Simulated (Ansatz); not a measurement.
## CH₅AsNSi, SMILES N=C[SiH][AsH2]: a single point from an input written key by key

Program: Ansatz 0.2.0, Python API.

`deck_ch5asnsi.py`
```python
# -*- coding: utf-8 -*-
'''CH5AsNSi through the session interface.'''

import ansatz as az
import numpy as np

DECK = '''
crystal:
  periodic: [false, false, false]
  atoms:
    - { symbol: 'N', position_ang: [-1.8002, 0.648, 0.2945] }
    - { symbol: C, position_ang: [-1.2357, -0.4971, 0.1824] }
    - { symbol: Si, position_ang: [0.5689, -0.6671, 0.5085] }
    - { symbol: As, position_ang: [1.7507, 0.6762, -0.9696] }
    - { symbol: H, position_ang: [-2.8089, 0.7543, 0.1145] }
    - { symbol: H, position_ang: [-1.8148, -1.3698, -0.1033] }
    - { symbol: H, position_ang: [0.9708, -2.0691, 0.3229] }
    - { symbol: H, position_ang: [3.0606, 0.5469, -0.1256] }
    - { symbol: H, position_ang: [1.3087, 1.9777, -0.2241] }
magnetization:
  spin_polarized: true
  initial_magnetization: 1
basis:
  gaussian: { orbitals: def2-SVP }
hamiltonian:
  xc: b3lyp
output:
  forces: true
'''


def main():
    session = az.Session.from_yaml(DECK)
    rep = session.plan(threads=1).execute().report

    for key in ('converged', 'free_energy_ev', 'reference_energy_ev', 'n_frozen', 'n_occupied', 'n_virtual'):
        print(f'{key:22s} {rep[key]}')
    symbols = ['N', 'C', 'Si', 'As', 'H', 'H', 'H', 'H', 'H']

    print('forces (eV/A)')
    for symbol, f in zip(symbols, rep['forces_ev_ang']):
        print(f'  {symbol:2s} {f[0]:9.4f} {f[1]:9.4f} {f[2]:9.4f}')
    charges = rep['charge_distribution']
    print('dipole moment', round(4.803205 * float(np.linalg.norm(charges['dipole_moment_e_ang'])), 3), 'D')
    print('Mulliken:', [(s, round(q, 3)) for s, q in zip(symbols, charges['mulliken_charges_e'])])


if __name__ == '__main__':
    main()
```

```console
$ python deck_ch5asnsi.py
converged              True
free_energy_ev         -71315.09079252635
reference_energy_ev    -71315.09079252635
n_frozen               0
n_occupied             [33, 32]
n_virtual              [70, 71]
forces (eV/A)
  N     0.6483    0.8150    0.2746
  C    -1.3947    0.8986   -0.1015
  Si    0.3942   -0.0200    0.5476
  As    0.6545    0.8515    0.3291
  H     0.1485   -0.7335   -0.1562
  H    -0.3854   -0.9181   -0.1288
  H     0.1341   -0.5509   -0.0881
  H    -0.3781    0.0896   -0.3483
  H     0.1785   -0.4323   -0.3283
dipole moment 1.212 D
Mulliken: [('N', -0.166), ('C', -0.123), ('Si', 0.253), ('As', 0.031), ('H', 0.106), ('H', 0.019), ('H', -0.083), ('H', -0.031), ('H', -0.007)]
```

Total energies depend on the basis set; only differences at equal settings carry meaning. The geometry is a force-field or estimated start, not a minimum of this method, and the basis set is short of its limit. The run takes the species as open-shell (spin multiplicity 2), which needn't be its ground state. b3lyp holds the VWN-RPA fit, as in Gaussian; the form of ORCA and Turbomole is b3lyp5. Hardware and time: 5.5 s on 1 thread of INTEL(R) XEON(R) PLATINUM 8581C CPU @ 2.30GHz (Emerald Rapids) (shared host), peak memory 0.37 GiB.
